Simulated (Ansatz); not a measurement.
This script drives Ansatz 0.2.0, Python API.

`formation_pbau2.py`
```python
"""Formation energy of PbAu2 from the elements, after relaxing atoms and volume at fixed cell shape."""

from collections import Counter

import ansatz as az
import numpy as np

PHASES = {
    "PbAu2": (
        [(0.0, 3.9635, 3.9635), (3.9635, 0.0, 3.9635), (3.9635, 3.9635, 0.0)],
        [
            ("Pb", (0.0, 0.0, 0.0)),
            ("Pb", (0.25, 0.25, 0.25)),
            ("Au", (0.625, 0.625, 0.625)),
            ("Au", (0.125, 0.625, 0.625)),
            ("Au", (0.625, 0.625, 0.125)),
            ("Au", (0.625, 0.125, 0.625)),
        ],
    ),
    "Pb": (
        [(0.0, 2.47502, 2.47502), (2.47502, 0.0, 2.47502), (2.47502, 2.47502, 0.0)],
        [
            ("Pb", (0.0, 0.0, 0.0)),
        ],
    ),
    "Au": (
        [(0.0, 2.035, 2.035), (2.035, 0.0, 2.035), (2.035, 2.035, 0.0)],
        [
            ("Au", (0.0, 0.0, 0.0)),
        ],
    ),
}


def build(vectors, sites):
    crystal = az.Crystal(lattice=az.Lattice.of(vectors))
    for symbol, position in sites:
        crystal = crystal.atom(symbol, position)
    return crystal


def ground_state(name, crystal):
    calc = (
        crystal.calculation()
        .functional("r2SCAN")
        .pseudopotentials("nc")
        .mixing("msr1", ndim=8, beta=0.4)
        .scf(self_checks="high")
        .kpoints(spacing=0.3)
        .occupations("fermi_dirac", width=0.1)
        .stress()
    )
    calc = calc.relax(force_tolerance=0.01, max_steps=60, fix_cell=["shape"])
    return calc.run()


def counts(outcome):
    return Counter(site.symbol for site in outcome.lattice.sites)

def formation_energy(outcome, mu):
    n = counts(outcome)
    return (outcome.report["energy_sigma0_ev"] - sum(k * mu[element] for element, k in n.items())) / sum(n.values())


def volume_per_atom(outcome):
    return abs(np.linalg.det(outcome.lattice.cell_ang)) / len(outcome.lattice.sites)

phases = {name: build(*cell) for name, cell in PHASES.items()}

done = {name: ground_state(name, crystal) for name, crystal in phases.items()}

# chemical potentials of the elements at zero temperature
references = {"Pb": "Pb", "Au": "Au"}
mu = {element: done[name].report["energy_sigma0_ev"] / len(done[name].lattice.sites) for element, name in references.items()}

target = done["PbAu2"]
heat = formation_energy(target, mu)
n = counts(target)
print("cell content:", dict(n), " volume", round(volume_per_atom(target), 3), "A^3/atom")
print("formation energy", round(heat, 4), "eV/atom,", round(heat * sum(n.values()), 4), "eV per cell")
print("bound against the elements" if heat < 0 else "unbound against the elements")
```

It is started by `python formation_pbau2.py`. Estimate its wall time and peak memory on 1 thread of Arm Neoverse N1, with other jobs on the host.

It took about 6 min, with a peak of 1.6 GiB, for 3 runs of the engine.

```console
$ python formation_pbau2.py
DeckWarning: basis.ecutwfc = 1034.032677 eV, auto-derived from the records' recommended cutoffs: set by Au (normal level)
DeckWarning: basis.ecutwfc = 850 eV, auto-derived from the records' recommended cutoffs: set by Pb (normal level)
cell content: {<Element.PB: 'Pb'>: 2, <Element.AU: 'Au'>: 4}  volume 21.699 A^3/atom
formation energy -0.0325 eV/atom, -0.1951 eV per cell
bound against the elements
```
(Warnings from the package without file and line.)

Notes:
- These settings explore the input space; cutoff and mesh may be short of convergence.
- Such functionals run on norm-conserving files made under PBE, which can move pressures by some GPa.
- For the metals among these phases the mesh is modest: differences between phases can be off by up to 40 meV an atom.
- Atoms and volume are relaxed with the cell's shape held, which in cells of lower than cubic symmetry can hide stresses and shift volumes.
- Spin-orbit coupling, which matters for elements this heavy, is left out.
- The cells come from databases of deposited and of computed structures, and not all need be stable phases.
- The compound is the structure given, not necessarily its lowest; energies are at zero temperature, with no correction for gases. A semilocal functional's error on such energies is often 0.05 to 0.1 eV an atom, and 0.1 to 0.3 eV against gases such as O2 or F2.

(Lines on the test bed's own set-up are left out of the output.)
